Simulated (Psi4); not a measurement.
# One shape, several levels: C2H2BF+ (SMILES [CH+]=[C]BF)

We compute a comparison of 4 runs (UHF/STO-3G, UHF/def2-SVP, UPBE0/def2-SVP, UB3LYP/aug-cc-pVDZ) of C2H2BF+. 

The calculation is run with Psi4 1.11.

7 further runs of the same task are left out: 1 that didn't finish, 6 set aside as unsound or not needed.

### Step 1. The molecule

The species is C2H2BF+ (6 atoms), meant as a doublet with charge +1. SMILES: `[CH+]=[C]BF`. The coordinates come from a GFN2-xTB relaxation.

Bond lengths: C1–C2 1.217 Å, C2–B3 1.497 Å, B3–F4 1.266 Å, C1–H5 1.067 Å, B3–H6 1.214 Å. Angles: C1–C2–B3 178.7°, C2–B3–F4 133.1°, C2–C1–H5 171.3°, C2–B3–H6 107.5°, F4–B3–H6 119.4°.

### Step 2. Energy and forces at UHF/STO-3G (run 1)

Contents of c2h2bf.xyz:

```xyz
6
C2H2BF
C     -0.487740     0.880300    -1.230320
C     -0.112030     0.212570    -0.284970
B      0.331970    -0.634170     0.866950
F      0.028170    -1.802160     1.248600
H     -0.908920     1.338300    -2.097670
H      1.148550     0.005160     1.497400
```

Contents of job.py:

```python
import psi4

psi4.set_memory(1600000000)
psi4.set_num_threads(1)
psi4.set_output_file('output.dat', False)

with open('c2h2bf.xyz') as f:
    atoms = ''.join(f.readlines()[2:])
mol = psi4.geometry('1 2\n' + atoms + 'symmetry c1')

psi4.set_options({
    'basis': 'STO-3G',
    'reference': 'uhf',
    'puream': True,
    'e_convergence': 1e-09,
    'd_convergence': 1e-08,
    'scf_type': 'pk',
    'maxiter': 200,
})

e, wfn = psi4.gradient('scf', return_wfn=True)
psi4.oeprop(wfn, 'LOWDIN_CHARGES', 'DIPOLE', 'MAYER_INDICES')
print('gradient / Eh bohr^-1')
print(e.np.round(6))
print(f'energy = {wfn.energy():.10f} Eh')
```

Launch:

```console
$ python job.py
```

output.dat:

```text
[...]
  Running in c1 symmetry.
[...]
  Nuclear repulsion =   82.962162578352405
[...]
  Multiplicity = 2
[...]
  Nalpha       = 14
  Nbeta        = 13
[...]
    Number of basis functions: 22
[...]
   @UHF iter   1:  -197.96080756477693   -2.04536e+00   1.27138e-02 DIIS/ADIIS
[...]
   @UHF iter  22:  -198.04050134067191   -3.69482e-13   8.80817e-09 DIIS
[...]
   @S^2 Observed:                8.004528279E-01
[...]
    Orbital Energies [Eh]
    ---------------------
    Alpha Occupied:
       1A    -26.288397     2A    -11.476607     3A    -11.445166
       4A     -7.765038     5A     -1.797592     6A     -1.393363
       7A     -1.069379     8A     -0.985213     9A     -0.878820
      10A     -0.852742    11A     -0.790396    12A     -0.777120
      13A     -0.739412    14A     -0.666979
    Alpha Virtual:
      15A     -0.096321    16A     -0.062581    17A      0.147467
      18A      0.234772    19A      0.388658    20A      0.482717
      21A      0.598632    22A      1.004444
[...]
  @UHF Final Energy:  -198.04050134067191
   => Energetics <=
    Nuclear Repulsion Energy =             82.9621625783524053
    One-Electron Energy =                -429.1247306314478465
    Two-Electron Energy =                 148.1220667124235604
    Total Energy =                       -198.0405013406719092
  UHF NO Occupations:
  HONO-2 :   12  A 1.9973194
  HONO-1 :   13  A 1.9790236
[...]
  -Total Gradient:
     Atom            X                  Y                   Z
    ------   -----------------  -----------------  -----------------
       1        0.017882716093    -0.037273755167     0.048958268068
       2       -0.000309570008     0.037948707135    -0.026666588826
       3       -0.053457391606    -0.002336474294    -0.067074296558
       4        0.014637085789     0.012208971913     0.010480606349
       5        0.008340036088    -0.016060748635     0.021718214228
       6        0.012907123645     0.005513299048     0.012583796740
[...]
 Multipole Moments:
 ------------------------------------------------------------------------------------
     Multipole            Electronic (a.u.)      Nuclear  (a.u.)        Total (a.u.)
 ------------------------------------------------------------------------------------
 L = 1.  Multiply by 2.5417464519 to convert [e a0] to [Debye]
 Dipole X            :         -0.2233512           -0.1196030           -0.3429542
 Dipole Y            :         -1.9137575            3.5537688            1.6400113
 Dipole Z            :          1.0123508           -2.5616750           -1.5493242
 Magnitude           :                                                    2.2820298
[...]
```

Standard output:

```text
gradient / Eh bohr^-1
[[ 0.017883 -0.037274  0.048958]
 [-0.00031   0.037949 -0.026667]
 [-0.053457 -0.002336 -0.067074]
 [ 0.014637  0.012209  0.010481]
 [ 0.00834  -0.016061  0.021718]
 [ 0.012907  0.005513  0.012584]]
energy = -198.0405013407 Eh
```

Wall time 1.9 s (1 thread of Intel Xeon Platinum 8375C at 2.90GHz (Ice Lake), shared host); peak memory 0.18 GiB.

### Step 3. A single-point energy at UHF/def2-SVP (run 2)

Contents of run.py:

```python
import psi4

psi4.set_memory('1600 MB')
psi4.set_num_threads(1)
psi4.set_output_file('output.dat', False)

molecule = psi4.geometry("""
1 2
C     -0.487740     0.880300    -1.230320
C     -0.112030     0.212570    -0.284970
B      0.331970    -0.634170     0.866950
F      0.028170    -1.802160     1.248600
H     -0.908920     1.338300    -2.097670
H      1.148550     0.005160     1.497400
units angstrom
symmetry c1
""")

options = {'reference': 'uhf', 'puream': True, 'e_convergence': 1e-09, 'd_convergence': 1e-08, 'scf_type': 'pk', 'maxiter': 200}
psi4.set_options(options)

energy_value, wavefunction = psi4.energy('scf/def2-SVP', return_wfn=True)
print('E =', round(energy_value, 9))
```

Launch:

```console
$ python run.py
```

output.dat:

```text
[...]
  Running in c1 symmetry.
[...]
  Nuclear repulsion =   82.962162578352405
[...]
  Multiplicity = 2
[...]
  Nalpha       = 14
  Nbeta        = 13
[...]
    Number of basis functions: 66
[...]
   @UHF iter   1:  -200.38774379977255   -6.83376e-01   4.71450e-03 DIIS/ADIIS
[...]
   @UHF iter  27:  -200.48995206021988   -1.78204e-11   4.70565e-09 DIIS
[...]
   @S^2 Observed:                7.704472264E-01
[...]
    Orbital Energies [Eh]
    ---------------------
    Alpha Occupied:
       1A    -26.523614     2A    -11.631324     3A    -11.599017
       4A     -7.926258     5A     -1.829756     6A     -1.414095
       7A     -1.096939     8A     -1.028965     9A     -0.981430
      10A     -0.929983    11A     -0.900112    12A     -0.814670
      13A     -0.766092    14A     -0.724643
    Alpha Virtual:
      15A     -0.186346    16A     -0.157060    17A     -0.012220
      18A      0.012018    19A      0.023620    20A      0.087226
      21A      0.132152    22A      0.161863    23A      0.177988
      24A      0.240019    25A      0.261244    26A      0.398156
[...]
  @UHF Final Energy:  -200.48995206021988
   => Energetics <=
    Nuclear Repulsion Energy =             82.9621625783524053
    One-Electron Energy =                -431.5519745803477463
    Two-Electron Energy =                 148.0998599417754917
    Total Energy =                       -200.4899520602198777
  UHF NO Occupations:
  HONO-2 :   12  A 1.9980950
  HONO-1 :   13  A 1.9935009
[...]
 Multipole Moments:
 ------------------------------------------------------------------------------------
     Multipole            Electronic (a.u.)      Nuclear  (a.u.)        Total (a.u.)
 ------------------------------------------------------------------------------------
 L = 1.  Multiply by 2.5417464519 to convert [e a0] to [Debye]
 Dipole X            :         -0.2511016           -0.1196030           -0.3707046
 Dipole Y            :         -1.5371311            3.5537688            2.0166377
 Dipole Z            :          0.7238462           -2.5616750           -1.8378288
 Magnitude           :                                                    2.7535185
[...]
```

The script printed:

```text
E = -200.48995206
```

It took 2.5 s on 1 thread of Intel Xeon Platinum 8375C at 2.90GHz (Ice Lake), shared host; peak memory 0.22 GiB.

Run 3 isn't shown in full; the table further down has it.

### Step 4. A single-point energy at UB3LYP/aug-cc-pVDZ (run 4)

Contents of c2h2bf.json:

```json
{
  "schema_name": "qcschema_input",
  "schema_version": 1,
  "molecule": {
    "schema_name": "qcschema_molecule",
    "schema_version": 2,
    "symbols": ["C", "C", "B", "F", "H", "H"],
    "geometry": [-0.92169502, 1.66352591, -2.32496785, -0.21170602, 0.40169908, -0.53851525, 0.62733238, -1.19840762, 1.63829806, 0.05323358, -3.40558883, 2.35951204, -1.71760987, 2.52902047, -3.9640218, 2.17044494, 0.00975099, 2.8296759],
    "molecular_charge": 1,
    "molecular_multiplicity": 2,
    "fix_symmetry": "c1"
  },
  "driver": "energy",
  "model": {
    "method": "b3lyp",
    "basis": "aug-cc-pVDZ"
  },
  "keywords": {
    "reference": "uks",
    "puream": true,
    "e_convergence": 1e-09,
    "d_convergence": 1e-08,
    "scf_type": "pk",
    "dft_radial_points": 99,
    "dft_spherical_points": 590,
    "maxiter": 200,
    "scf_properties": ["DIPOLE", "MAYER_INDICES", "QUADRUPOLE"]
  }
}
```

Launch:

```console
$ psi4 --qcschema c2h2bf.json -n 1 --memory 1600MB
```

stdout:

```text
[...]
  Running in c1 symmetry.
[...]
  Nuclear repulsion =   82.962162612855195
[...]
  Multiplicity = 2
[...]
  Nalpha       = 14
  Nbeta        = 13
[...]
    Number of basis functions: 110
[...]
   @UKS iter   1:  -201.52831424666354   -2.54725e-01   4.86040e-03 ADIIS/DIIS
[...]
   @UKS iter  16:  -201.70842611590638   -1.56319e-12   5.00903e-09 DIIS
[...]
   @S^2 Observed:                7.564305057E-01
[...]
    Orbital Energies [Eh]
    ---------------------
    Alpha Occupied:
       1A    -24.975828     2A    -10.546693     3A    -10.517020
       4A     -7.099552     5A     -1.490753     6A     -1.097287
       7A     -0.880917     8A     -0.819582     9A     -0.783198
      10A     -0.744789    11A     -0.717097    12A     -0.636007
      13A     -0.610213    14A     -0.601322
    Alpha Virtual:
      15A     -0.333114    16A     -0.289458    17A     -0.169890
      18A     -0.158916    19A     -0.142676    20A     -0.130449
      21A     -0.110906    22A     -0.097040    23A     -0.088586
      24A     -0.064073    25A     -0.059719    26A     -0.057555
[...]
  @UKS Final Energy:  -201.70842611590638
   => Energetics <=
    Nuclear Repulsion Energy =             82.9621626128551952
    One-Electron Energy =                -432.0712856343873796
    Two-Electron Energy =                 168.2230806668156049
    DFT Exchange-Correlation Energy =     -20.8223837611898013
    Empirical Dispersion Energy =           0.0000000000000000
    VV10 Nonlocal Energy =                  0.0000000000000000
    Total Energy =                       -201.7084261159063772
[...]
 Multipole Moments:
 ------------------------------------------------------------------------------------
     Multipole            Electronic (a.u.)      Nuclear  (a.u.)        Total (a.u.)
 ------------------------------------------------------------------------------------
 L = 1.  Multiply by 2.5417464519 to convert [e a0] to [Debye]
 Dipole X            :          0.0579889           -0.1196030           -0.0616142
 Dipole Y            :         -1.9327734            3.5537688            1.6209954
 Dipole Z            :          1.3920499           -2.5616750           -1.1696251
 Magnitude           :                                                    1.9998613
 L = 2.  Multiply by 1.3450342976 to convert [e a0^2] to [Debye ang]
 Quadrupole XX       :        -27.8455999           14.7542791          -13.0913208
 Quadrupole XY       :         19.7896431          -21.5566876           -1.7670445
[...]
```

The result, in JSON:

```text
{
 "driver": "energy",
 "model": {
  "method": "b3lyp",
  "basis": "aug-cc-pVDZ"
 },
 "success": true,
 "return_result": -201.70842611590638,
 "properties": {
  "calcinfo_nbasis": 110,
  "calcinfo_nmo": 110,
  "calcinfo_nalpha": 14,
  "calcinfo_nbeta": 13,
  "calcinfo_natom": 6,
  "nuclear_repulsion_energy": 82.9621626128552,
  "return_energy": -201.70842611590638,
  "scf_one_electron_energy": -432.0712856343874,
  "scf_two_electron_energy": 168.2230806668156,
  "scf_xc_energy": -20.8223837611898,
  "scf_dipole_moment": [-0.061614157775067346, 1.6209954276672078, -1.1696250683776155],
  "scf_total_energy": -201.70842611590638,
  "scf_iterations": 16
 }
}
```

It took 50 s on 1 thread of Intel Xeon Platinum 8375C at 2.90GHz (Ice Lake), shared host; peak memory 0.55 GiB.

### Step 5. The series

| run | level | task | integration grid | energy (Eh) | HOMO energy (eV) | LUMO energy (eV) | ⟨S²⟩ | wall time |
| --- | --- | --- | --- | --- | --- | --- | --- | --- |
| 1 | UHF/STO-3G | gradient | – | -198.040501 | -18.02 | -7.25 | 0.800 | 1.9 s |
| 2 | UHF/def2-SVP | energy | – | -200.489952 | -19.65 | -8.56 | 0.770 | 2.5 s |
| 3 | UPBE0/def2-SVP | gradient | 99 radial × 590 angular | -201.301579 | -16.39 | -13.23 | 0.758 | 21 s |
| 4 | UB3LYP/aug-cc-pVDZ | energy | 99 radial × 590 angular | -201.708426 | -16.19 | -13.45 | 0.756 | 50 s |

### Step 6. Summary of results

| quantity | value |
| --- | --- |
| run 4: total energy | -201.70843 Eh |
| run 4: HOMO energy (highest over α and β) | -16.19 eV |
| run 4: LUMO energy (lowest over α and β) | -13.45 eV |
| run 4: ⟨S²⟩ | 0.756 |

Totals of different functionals can't be ranked against each other. In run 1 the basis is minimal, so the values are rough. All runs together took 75 s, the longest 50 s.
